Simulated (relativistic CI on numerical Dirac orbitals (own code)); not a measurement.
**Tc II (Tc⁺): levels and lines**

Aim: the low levels of Tc⁺, their labels and the strongest lines; runs with one setting changed show what the result hangs on.

Program: relativistic CI on numerical Dirac orbitals (own code) version 3. Level of theory: Dirac-Coulomb-Breit CI, KLI orbitals optimised for each configuration, model QED (radiative potential, 1s self-energy scaled to tabulated hydrogen-like ionisation energies), valence Slater integrals scaled by 0.85, P86 correlation energy added to each configuration. These are calculated values, not measurements, unless marked.

### 1 The atom as given

```
ion                       : Tc⁺ (Tc II)
nuclear charge            : 43
electrons                 : 42
isotope                   : A = 97
first configuration typed : [Kr] 4d5 5s
```

Outer shells as boxes (Hund's rule):

first configuration typed
```
[Kr] core
4d [↑ ][↑ ][↑ ][↑ ][↑ ]
5s [↑ ]
```

### 2 CI with the chosen configurations

Settings of the run:

```ini
atom Tc  Z=43  charge=1  electrons=42
nucleus A=97  rms_radius_fm=4.4112
hamiltonian dirac-coulomb  breit=on  qed=on  c_scale=1
orbitals kli  potential=per-configuration
slater_scale 0.85
correlation p86
mixing on
configurations
  [Kr] 4d5 5s
  [Kr] 4d6
  [Kr] 4d5 5p
  [Kr] 4d4 5s2
  [Kr] 4d5 5d
  [Kr] 4d4 5s 5p
  [Kr] 4d5 6s
  [Kr] 4d3 5s 5p2
  [Kr] 4d5 6p
  [Kr] 4d4 4f 5s
  [Kr] 4d5 7s
  [Kr] 4d5 6d
end
```

On the command line:

```sh
$ python run_levels.py task.json out
```

task.json lists these runs, among others, and the program works through them in turn.

### 3 Slater integrals scaled by 0.75

The settings differ from step 2 so:

```diff
@@ -4,3 +4,3 @@
 orbitals kli  potential=per-configuration
-slater_scale 0.85
+slater_scale 0.75
 correlation p86
```

### 4 Slater integrals scaled by 1

The settings differ from step 3 so:

```diff
@@ -4,3 +4,3 @@
 orbitals kli  potential=per-configuration
-slater_scale 0.75
+slater_scale 1
 correlation p86
```

### 5 Without configuration mixing

The settings differ from step 4 so:

```diff
@@ -4,5 +4,5 @@
 orbitals kli  potential=per-configuration
-slater_scale 1
+slater_scale 0.85
 correlation p86
-mixing on
+mixing off
 configurations
```

### 6 Non-relativistic limit (c × 1000)

The settings differ from step 5 so:

```diff
@@ -2,3 +2,3 @@
 nucleus A=97  rms_radius_fm=4.4112
-hamiltonian dirac-coulomb  breit=on  qed=on  c_scale=1
+hamiltonian dirac-coulomb  breit=off  qed=off  c_scale=1000
 orbitals kli  potential=per-configuration
@@ -6,3 +6,3 @@
 correlation p86
-mixing off
+mixing on
 configurations
```

(Steps that only read results are left out.)

Before running it: what results should come out? Wanted: lowest level; first excitation; lowest level of the other parity; fastest E1 line; ionisation energy.

As calculated:

| run | time | mean size of shift, levels followed (cm⁻¹) | lowest level | ionisation energy (eV) |
| --- | --- | --- | --- | --- |
| main run | 3.2 s | 0 | 4d5 5s 7S3 | 14.808 |
| Slater integrals scaled by 0.75 | 3.3 s | 3089 | 4d5 5s 7S3 | 14.732 |
| Slater integrals scaled by 1 | 3.3 s | 4557 | 4d5 5s 7S3 | 14.921 |
| without configuration mixing | 3.2 s | 1036 | 4d5 5s 7S3 | - |
| non-relativistic limit (c × 1000) | 2.3 s | 6237 | 4d6 5D4 | - |

The semi-empirical ionisation energy (NIST) is 15.26 eV.

```
                                                                         quantity                       value
                                                                     lowest level                  4d5 5s 7S3
                                                                 first excitation        4d6 5D4, 3664.9 cm⁻¹
                                                 lowest level of the other parity     4d5 5p 7P°2, 35968 cm⁻¹
                                                              levels in the model                        2956
fastest E1 line (by rate) to the lowest level among the lowest 200 of 2956 levels  268.2 nm, from 4d5 5p 7P°4
                                                                ionisation energy                   14.808 eV
                                         ionisation energy, semi-empirical (NIST)                    15.26 eV
```

What this shows: The lowest level is 4d5 5s 7S3, 99 % pure in LS and 42 % in jj coupling; over the low levels the means are 86 and 54 %, so LS coupling describes them better. The ionisation energy from the two ground configurations alone is 3.0 % below the semi-empirical value. Of the changes tried, the run «non-relativistic limit (c × 1000)» moves the low levels most, by 6237 cm⁻¹ on average. Near neutrality, missing correlation can shift configurations against each other by thousands of cm⁻¹. Lifetimes count radiative decay inside the model alone.
